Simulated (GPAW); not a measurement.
Here is a GPAW 26.7.0 calculation.

File run.py:

```python
from ase import Atoms
from ase.dft.bandgap import bandgap
from ase.io import write
from ase.units import GPa
from gpaw import GPAW, PW

atoms = Atoms(['Al', 'Al', 'Al', 'Al', 'O', 'O', 'O', 'O', 'O', 'O'],
              cell=[[2.3802500011, 1.3742379789, 4.33186667],
                    [-2.3802500011, 1.3742379789, 4.33186667],
                    [0.0, -2.7484759578, 4.33186667]],
              scaled_positions=[[0.35216, 0.35216, 0.35216],
                                [0.14784, 0.14784, 0.14784],
                                [0.64784, 0.64784, 0.64784],
                                [0.85216, 0.85216, 0.85216],
                                [0.55668, 0.94332, 0.25],
                                [0.25, 0.55668, 0.94332],
                                [0.94332, 0.25, 0.55668],
                                [0.44332, 0.05668, 0.75],
                                [0.75, 0.44332, 0.05668],
                                [0.05668, 0.75, 0.44332]],
              pbc=True)

calc = GPAW(mode=PW(800),
            xc='LDA',
            kpts={'size': (4, 4, 4), 'gamma': True},
            occupations={'name': 'fermi-dirac', 'width': 0.05},
            nbands=44,
            convergence={'density': 1e-05, 'energy': 1e-05},
            maxiter=150,
            txt='gpaw.txt')
atoms.calc = calc
energy = atoms.get_potential_energy()
forces = atoms.get_forces()
stress = atoms.get_stress()
calc.write('gs.gpw')
write('result.traj', atoms)
print(f'Energy: {energy:.6f} eV')
print('Forces (eV/A):')
print(forces.round(4))
print('Stress (GPa):', (stress / GPa).round(3))
print('Fermi level:', round(calc.get_fermi_level(), 4), 'eV')
print(f'Gap: {bandgap(calc)[0]:.4f} eV, direct: {bandgap(calc, direct=True)[0]:.4f} eV')

path = atoms.cell.bandpath('GLB1,BZGX,QFP1Z,LP', npoints=100, eps=1e-4)
bs_calc = calc.fixed_density(kpts=path, symmetry='off', nbands=64,
                             convergence={'bands': 'CBM+6.0', 'eigenstates': 1e-6}, txt='bands.txt')
bs = bs_calc.band_structure()
bs.write('bs.json')
print(f'Gap on the path: {bandgap(bs_calc)[0]:.4f} eV')
```

Potentials or basis: the program's PAW data sets (release 1.2.1) made for this functional, pw.

Run with:

```sh
$ OMP_NUM_THREADS=1 python run.py
```

Task: Predict the band gap on the k mesh.

Result: 6.17 eV, direct.

Task: Predict the pressure.

Result: -2.8 GPa.

Task: What does it give for the band gap along the path?

Result: 6.17 eV, direct.

Stress tensor (GPa, compression positive):
```
-2.59  0.00  0.00
 0.00 -2.59  0.00
 0.00  0.00 -3.20
```

**Experimental background.**

“Multi-petahertz electron interference in Cr:Al2O3 solid-state material”, 2018, pmc:5906618 quotes, for a bulk crystal of Al2O3: band gap 8.7 eV (optical).

Measured gap of Al2O3: 8.7 eV (optical; quoted in “Multi-petahertz electron interference in Cr:Al2O3 solid-state material”, 2018, pmc:5906618). This calculation gives 6.17 eV (-2.53 eV). The value is that of LDA, without temperature or zero-point motion. Semilocal functionals fall short of measured gaps as a rule.
